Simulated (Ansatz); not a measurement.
# MgIn2N2: the cost of one run

Computed with Ansatz 0.2.0 (DFT PBEsol, scalar-relativistic, plane waves, PAW, unless a step's input says otherwise).

### Step 1. The structure to begin with

Symmetry: R-3m, No. 166, trigonal system. The conventional cell has a = 3.340 Å, b = 3.340 Å, c = 23.317 Å, α = 90.00°, β = 90.00°, γ = 120.00°. Mg (site symmetry -3m) is surrounded by 6 N at 2.33 Å. Around In (site symmetry 3m) lie 3 N at 2.25 Å. Around N (site symmetry 3m) lie 3 In at 2.25 Å and 3 Mg at 2.33 Å.

Structure file:

```cif
data_structure
_symmetry_space_group_name_H-M 'P 1'
_symmetry_Int_Tables_number 1
_cell_length_a 8.0082
_cell_length_b 8.0082
_cell_length_c 8.0082
_cell_angle_alpha 24.075
_cell_angle_beta 24.075
_cell_angle_gamma 24.075
_cell_volume 75.10
loop_
_atom_site_label
_atom_site_type_symbol
_atom_site_fract_x
_atom_site_fract_y
_atom_site_fract_z
_atom_site_occupancy
Mg1 Mg 0.00000 0.00000 0.00000 1
In1 In 0.43901 0.43901 0.43901 1
In2 In 0.56099 0.56099 0.56099 1
N1 N 0.27728 0.27728 0.27728 1
N2 N 0.72272 0.72272 0.72272 1
```

Source of the structure: the Materials Project (structure only).

(A quick probe on a coarse mesh, which set the mesh and smearing, is not shown.)

### Step 3. Relaxing cell and atoms

input.yaml

```yaml
crystal:
  lattice:
    - [1.6701479908, 0.9642603921, 7.7724938132]
    - [-1.6701479908, 0.9642603921, 7.7724938132]
    - [0.0, -1.9285207842, 7.7724938132]
  atoms:
    - { symbol: Mg, position: [0.0, 0.0, 0.0] }
    - { symbol: In, position: [0.43900667, 0.43900667, 0.43900667] }
    - { symbol: In, position: [0.56099333, 0.56099333, 0.56099333] }
    - { symbol: "N", position: [0.27727667, 0.27727667, 0.27727667] }
    - { symbol: "N", position: [0.72272333, 0.72272333, 0.72272333] }
basis:
  ecutwfc: 420
kpoints:
  mp_grid: { grid: [12, 12, 12] }
hamiltonian:
  xc: pbesol
scf:
  occupations: { method: gaussian, width: 0.01 }
output:
  forces: true
  stress: true
  eigenvalues: true
relax:
  adjacent_minimum: "off"
  f_tol: 0.005
  max_steps: 80
  cell: { stress_tol: 0.05 }
```

Started as:

```
$ ansatz run input.yaml --threads 2 --pin off --max-ram 5120MiB --backend cpu --events-out ev --progress --plain --runs-dir out
```

What time and memory should one allow on 2 threads of Arm Neoverse V2, shared host?

About 81 s, with a peak of 0.58 GiB.
